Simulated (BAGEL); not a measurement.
# HF/STO-3G (density fitting with qzvpp-jkfit) run of [SiF3]− (SMILES F[Si-](F)F)

Aim: the energy change on altering one bond length of [SiF3]− at HF/STO-3G (density fitting with qzvpp-jkfit), from 2 runs. 

Program for the calculation: BAGEL 1.2.2.

1 further run of the same task is left out (set aside as unsound or not needed).

### Step 1. Starting point

[SiF3]−: 4 atoms, total charge -1, spin state singlet. As SMILES, `F[Si-](F)F`. The coordinates come from a GFN2-xTB relaxation.

Bond lengths: Si1–F2 1.693 Å, Si1–F3 1.696 Å, Si1–F4 1.697 Å. Angles: F2–Si1–F3 93.7°, F2–Si1–F4 93.6°, F3–Si1–F4 93.7°.

### Step 2. The energy at HF/STO-3G (density fitting with qzvpp-jkfit)

Input file input.json:

```json
{ "bagel": [

{
  "title": "molecule",
  "basis": "sto-3g",
  "df_basis": "qzvpp-jkfit",
  "angstrom": true,
  "geometry": [
    { "atom": "Si", "xyz": [   -0.004470,    0.005770,    0.685050 ] },
    { "atom": "F", "xyz": [    1.428310,   -0.030960,   -0.216950 ] },
    { "atom": "F", "xyz": [   -0.687310,    1.250250,   -0.242810 ] },
    { "atom": "F", "xyz": [   -0.736530,   -1.225060,   -0.225300 ] }
  ]
},
{ "title": "hf", "charge": -1 },
{ "title": "print", "file": "orbitals.molden", "orbitals": true }

]}
```

The run is started by

```
$ BAGEL_NUM_THREADS=1 BAGEL input.json > input.out
```

Output:

```text
* using 1 threads per process

  ===============================================================
  ===============================================================

  *** Geometry ***

  { "atom" : "Si", "xyz" : [     -0.008447,      0.010904,      1.294557 ] },
  { "atom" : "F", "xyz" : [      2.699115,     -0.058506,     -0.409976 ] },
  { "atom" : "F", "xyz" : [     -1.298828,      2.362630,     -0.458844 ] },
  { "atom" : "F", "xyz" : [     -1.391840,     -2.315028,     -0.425755 ] },

  Number of auxiliary basis functions:      359

  Since a DF basis is specified, we compute 2- and 3-index integrals:
    o Being stored without compression. Storage requirement is 0.002 GB

  Number of basis functions:       24
  Number of electrons      :       41

    * METHOD: MOLECULE                             0.06

  *** RHF ***

  === Nuclear Repulsion ===
   169.9611639501

      * DIIS with orbital gradients will be used.

  === RHF iteration (sto-3g) ===
      0       -579.49316252          0.02069257           0.01
      1       -579.59997470          0.00336909           0.01
      2       -579.60318061          0.00103413           0.01
      3       -579.60374199          0.00013424           0.01
      4       -579.60374998          0.00001511           0.01
      5       -579.60375007          0.00000162           0.01
      6       -579.60375007          0.00000037           0.01
      7       -579.60375007          0.00000006           0.01
      8       -579.60375007          0.00000002           0.01
      9       -579.60375007          0.00000000           0.01
    * SCF iteration converged.

    * Permanent dipole moment:
           (   -0.001979,    -0.003182,    -0.188164) a.u.

    * METHOD: HF                                   0.10

    * METHOD: PRINT                                0.00

  ===============================================================
```

Wall time 0.3 s (1 thread of Arm Neoverse V2, shared host).

### Step 3. The distorted shape at the same level

Input file hf.json:

```json
{ "bagel": [

{
  "title": "molecule",
  "basis": "sto-3g",
  "df_basis": "qzvpp-jkfit",
  "angstrom": true,
  "geometry": [
    { "atom": "Si", "xyz": [      -0.720867,       0.024135,       1.136054 ] },
    { "atom": "F", "xyz": [       1.428310,      -0.030960,      -0.216950 ] },
    { "atom": "F", "xyz": [      -1.403707,       1.268615,       0.208194 ] },
    { "atom": "F", "xyz": [      -1.452927,      -1.206695,       0.225704 ] }
  ]
},

{
  "title": "hf",
  "charge": -1
},

{
  "title": "print",
  "file": "orbitals.molden",
  "orbitals": true
}

]}
```

The run is started by

```
$ BAGEL_NUM_THREADS=1 BAGEL hf.json > hf.out
```

Output:

```text
* using 1 threads per process

  ===============================================================
  ===============================================================

  *** Geometry ***

  { "atom" : "Si", "xyz" : [     -1.362241,      0.045609,      2.146831 ] },
  { "atom" : "F", "xyz" : [      2.699115,     -0.058506,     -0.409976 ] },
  { "atom" : "F", "xyz" : [     -2.652622,      2.397335,      0.393430 ] },
  { "atom" : "F", "xyz" : [     -2.745634,     -2.280323,      0.426519 ] },

  Number of auxiliary basis functions:      359

  Since a DF basis is specified, we compute 2- and 3-index integrals:
    o Being stored without compression. Storage requirement is 0.002 GB

  Number of basis functions:       24
  Number of electrons      :       41

    * METHOD: MOLECULE                             0.06

  *** RHF ***

  === Nuclear Repulsion ===
   149.4369268309

      * DIIS with orbital gradients will be used.

  === RHF iteration (sto-3g) ===
      0       -579.25739720          0.02252607           0.01
      1       -579.42521674          0.00832461           0.01
      2       -579.44009352          0.00147252           0.01
      3       -579.44119010          0.00055353           0.01
      4       -579.44133693          0.00013921           0.01
      5       -579.44134559          0.00002465           0.01
      6       -579.44134587          0.00000692           0.01
      7       -579.44134590          0.00000170           0.01
      8       -579.44134590          0.00000042           0.01
      9       -579.44134590          0.00000012           0.01
     10       -579.44134590          0.00000007           0.01
     11       -579.44134590          0.00000003           0.01
     12       -579.44134590          0.00000001           0.01
    * SCF iteration converged.

    * Permanent dipole moment:
           (    1.251138,    -0.032607,    -0.689121) a.u.

    * METHOD: HF                                   0.12

    * METHOD: PRINT                                0.00

  ===============================================================
```

Run time: 0.32 s. Hardware: 1 thread of Arm Neoverse V2, shared host.

### Step 4. Outcome

Level: HF/STO-3G (density fitting with qzvpp-jkfit).

| quantity | value |
| --- | --- |
| first shape: total energy | -579.60375 Eh |
| first shape: HOMO energy | 2.38 eV |
| first shape: LUMO energy | 21.31 eV |
| first shape: HOMO–LUMO gap (to an unbound level, set by the basis) | 18.93 eV |
| distorted shape: total energy | -579.44135 Eh |
| distorted shape: HOMO energy | 3.34 eV |
| distorted shape: LUMO energy | 14.40 eV |
| distorted shape: HOMO–LUMO gap (to an unbound level, set by the basis) | 11.06 eV |
| energy change with the Si1–F2 bond stretched from 1.693 to 2.540 Å | 4.419 eV |

With the Si1–F2 bond stretched from 1.693 to 2.540 Å the energy rises by 4.42 eV (102 kcal/mol). The first shape isn't relaxed at this level, so the change isn't measured from a minimum. The minimal basis adds a large error of its own. The HOMO (first shape) lies at positive energy, 2.38 eV: the electron is unbound at this level or held by a compact basis; values depend on the basis. The HOMO (distorted shape) lies at positive energy, 3.34 eV: the electron is unbound at this level or held by a compact basis; values depend on the basis.
